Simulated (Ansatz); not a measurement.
**HfRu: pressure up to the limit of the methods**

An exercise on one series of results from a longer session: the logs are not shown, and one member is left open.

Method: DFT PBEsol, with the methods named in each step, in Ansatz 0.2.0.

## Starting point

It takes space group Pm-3m (No. 221, cubic). The conventional cell has a = 3.233 Å, b = 3.233 Å, c = 3.233 Å, α = 90.00°, β = 90.00°, γ = 90.00°. Hf (site symmetry m-3m) has 8 Ru at 2.80 Å as nearest neighbours. Ru (site symmetry m-3m) is surrounded by 8 Hf at 2.80 Å.

As a file:

```cif
data_structure
_symmetry_space_group_name_H-M 'P 1'
_symmetry_Int_Tables_number 1
_cell_length_a 3.2330
_cell_length_b 3.2330
_cell_length_c 3.2330
_cell_angle_alpha 90.000
_cell_angle_beta 90.000
_cell_angle_gamma 90.000
_cell_volume 33.79
loop_
_atom_site_label
_atom_site_type_symbol
_atom_site_fract_x
_atom_site_fract_y
_atom_site_fract_z
_atom_site_occupancy
Hf1 Hf 0.00000 0.00000 0.00000 1
Ru1 Ru 0.50000 0.50000 0.50000 1
```

Whether this phase is the stable one at these pressures isn't tested.

Atoms are numbered in the order of the input: Hf1, Ru2.

Set-up of the first run:

input.yaml reads:

```yaml
crystal:
  lattice:
    - [3.233, 0.0, 0.0]
    - [0.0, 3.233, 0.0]
    - [0.0, 0.0, 3.233]
  atoms:
    - { symbol: Hf, position: [0.0, 0.0, 0.0] }
    - { symbol: Ru, position: [0.5, 0.5, 0.5] }
kpoints:
  mp_grid: { grid: [11, 11, 11] }
  band_path:
    path:
      - [0.0, 0.0, 0.0]
      - [0.0, 0.5, 0.0]
      - [0.5, 0.5, 0.0]
      - [0.0, 0.0, 0.0]
      - [0.5, 0.5, 0.5]
      - [0.0, 0.5, 0.0]
      - [0.5, 0.5, 0.5]
      - [0.5, 0.5, 0.0]
    npoints: 14
scf:
  occupations: { method: fermi_dirac, width: 0.05 }
hamiltonian:
  xc: pbesol
  pseudopotentials: { kind: all_electron, lapw: { basis_error: 0.001 } }
output:
  forces: true
  stress: true
  eigenvalues: true
  populations: true
```

The run is started by

```console
$ ansatz run input.yaml --threads 1 --pin off --max-ram 2048MiB --backend cpu --events-out ev --progress --plain --runs-dir out
```

Steps of the session up to this table: The reference volume, LAPW; Volume scaled by 1, crystal datasets; Volume scaled by 0.75, LAPW; Volume scaled by 0.45, LAPW; Volume scaled by 0.4, LAPW; Volume scaled by 0.4, crystal datasets.

One of the session's tables, all rows but one given; the rest of the session is left out.

```
          method  volume over the first  volume (Å³/atom)  pressure (GPa)
            LAPW                      1            16.896           -4.41
            LAPW                   0.75            12.672           97.23
            LAPW                   0.45                 ?               ?
            LAPW                    0.4             6.758         1176.32
             PAW                      1            16.896           -4.42
             PAW                   0.75            12.672           97.16
             PAW                   0.45             7.603          804.42
             PAW                    0.4             6.758         1174.52
crystal datasets                      1            16.896           -4.41
crystal datasets                    0.4             6.758         1176.33
```

**Question.** Estimate the row for LAPW, 0.45.

**Answer.** volume (Å³/atom): 7.603; pressure (GPa): 805.65.

Caveats from the session: Warnings in the runs' records: stress scf threshold loose, gradients without spin orbit, crystal datasets made.
